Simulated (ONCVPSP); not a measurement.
# An ONCV potential for neodymium, from input to tests

Do these settings give a usable potential? It is generated, then checked for transferability, scattering, ghosts and hardness.

Method: ONCVPSP 4.0.1, PBE, scalar-relativistic.

**1. Starting point**

The settings as typed:

| Item | Value |
| --- | --- |
| element | neodymium (Nd, Z = 60) |
| type | optimised norm-conserving Vanderbilt (ONCV) |
| frozen core | [Kr] 4d10 |
| valence charge | 14 |
| reference configuration | 4f4 5s2 5p6 6s0.5 (charge +1.5) |
| partial waves | 5s+6s: rc 2.25 bohr, ncon 4, nbas 7, qcut 4.8 1/bohr, 2 projectors; 5p: rc 1.85 bohr, ncon 4, nbas 7, qcut 5.3 1/bohr, 2 projectors, debl 2.8 Ha; d scattering state at 0.02 Ha: rc 1.75 bohr, ncon 4, nbas 7, qcut 5.9 1/bohr, 1 projector; 4f: rc 1.50 bohr, ncon 3, nbas 7, qcut 13.7 1/bohr, local |
| local potential | the f channel |
| core correction | Teter function, fcfact 5.5, rcfact 1.35 |

The nodes and maxima of the atom's own shells, from an earlier all-electron run, set the scale for the radii.

All-electron outer shells of the reference configuration (PBE, scalar-relativistic, ld1.x):

```tsv
shell	level (eV)	outermost node (bohr)	outermost maximum (bohr)
5s	-49.81	0.72	1.32
5p	-31.40	0.77	1.50
4f	-10.99	–	0.67
6s	-10.77	1.76	3.42
5d	-10.35	0.88	2.13
6p	-7.46	2.08	4.29
```

**2. The generation run**

Nd.dat

```
# ATOM AND REFERENCE CONFIGURATION
# atsym  z   nc   nv     iexc    psfile
  Nd 60.00    9    4        4      upf
#
#   n    l    f
    1    0    2.00
    2    0    2.00
    2    1    6.00
    3    0    2.00
    3    1    6.00
    3    2   10.00
    4    0    2.00
    4    1    6.00
    4    2   10.00
    4    3    4.00
    5    0    2.00
    5    1    6.00
    6    0    0.50
#
# PSEUDOPOTENTIAL AND OPTIMIZATION
# lmax
    3
#
#   l,   rc,      ep,       ncon, nbas, qcut
    0    2.25    0.00    4    7    4.80
    1    1.85    0.00    4    7    5.30
    2    1.75    0.02    4    7    5.90
    3    1.50    0.00    3    7   13.70
#
# LOCAL POTENTIAL
# lloc, lpopt,  rc(5),   dvloc0
    3    5    1.50    0.00
#
# VANDERBILT-KLEINMAN-BYLANDER PROJECTORs
# l, nproj, debl
    0    2    3.00
    1    2    2.80
    2    1    1.40
    3    0    1.50
#
# MODEL CORE CHARGE
# icmod, fcfact, rcfact
    3    5.50    1.35
#
# LOG DERIVATIVE ANALYSIS
# epsh1, epsh2, depsh
   -3.00    5.00    0.02
#
# OUTPUT GRID
# rlmax, drl
    6.00    0.01
#
# TEST CONFIGURATIONS
# ncnf
    4
# nvcnf
#   n    l    f
    4
    4    3    4.00
    5    0    2.00
    5    1    6.00
    6    0    2.00
#
    4
    4    3    4.00
    5    0    2.00
    5    1    6.00
    6    0    1.00
#
    4
    4    3    4.00
    5    0    2.00
    5    1    6.00
    6    0    0.00
#
    4
    4    3    3.00
    5    0    2.00
    5    1    6.00
    6    0    2.00
#
```

Launch:

```sh
$ oncvpsp.x < Nd.dat > Nd.out
```

What does the calculation give? Wanted: cutoffs for 1 and 0.1 mHa per electron, occupied waves; bound ghosts; GHOST(+) flags; largest test error; largest phase difference near zero energy, channels read; rms error of d²Exc/dn², without and with the model core; projector energies reset by the program.

**Answer**, as computed:

| quantity | value |
| --- | --- |
| cutoffs for 1 and 0.1 mHa per electron, occupied waves | 66 Ha and 74 Ha |
| bound ghosts | s at -321.89 eV, p at -51.56 eV |
| GHOST(+) flags | d at 13 eV |
| largest test error (AE − PS) | +89 meV, for 4f3 5s2 5p6 6s2 |
| largest phase difference near zero energy, channels read | 0.036 rad |
| rms error of d²Exc/dn², without and with the model core | 9.27 and 3.41 mHa |
| projector energies reset by the program | d: 0.050 Ha |

In words: A bound ghost (s, p) makes it unfit for use: electrons can fall into a state that the atom doesn't have. Close by lies the frozen 4s level (-312.1 eV). The worst unpolarised test, 4f3 5s2 5p6 6s2, is off by 89 meV on 2.3 eV; by total energies transferability rates as fair. By its cutoff, 66 Ha for the looser tolerance, it is very hard. At the looser tolerance the 4f wave is the slowest; 5p needs 13 Ha. Near zero energy the largest phase difference among the channels read is 0.04 rad, in the f channel. The pseudo curves have poles with no partner nearby in the atom's: p at -1.89 Ha, d at 0.42 Ha. At positive energy that is a spurious or a displaced resonance. The program also flags highly localised states, GHOST(+) (d). These are tests on the free atom; a crystal test is still owed.
